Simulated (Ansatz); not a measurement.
Crystal: PdS2.

```xyz
12
Lattice="5.4600 0.0000 0.0000 0.0000 5.5410 0.0000 0.0000 0.0000 7.5310" Properties=species:S:1:pos:R:3 pbc="T T T"
Pd    0.0000    2.7705    3.7655
Pd    2.7300    2.7705    0.0000
Pd    2.7300    0.0000    3.7655
Pd    0.0000    0.0000    0.0000
S     0.5842    2.1499    6.9662
S     2.1458    3.3911    3.2007
S     3.3142    0.6206    0.5648
S     4.8758    4.9204    4.3303
S     4.8758    3.3911    0.5648
S     3.3142    2.1499    4.3303
S     2.1458    4.9204    6.9662
S     0.5842    0.6206    3.2007
```

Base run:

```yaml
Program: Ansatz 0.2.0
Functional: LDA
Potentials_or_basis: all-electron LAPW, scalar-relativistic
Cutoff: 282 eV (chosen from the basis error)
Basis_error_allowed: 0.002 eV/atom
k_mesh: 5 × 5 × 4
Occupations: fermi-dirac, width 0.05 eV
Spin: no spin polarisation
```

Its results: pressure -0.6 GPa; largest force 0.680 eV/Å.

The run is repeated on the same cell with these changes: functional from LDA to PBEsol. What comes out?

Pressure 2.1 GPa; largest force 0.730 eV/Å.

PBEsol binds less tightly than LDA, so the same cell stands under more pressure.
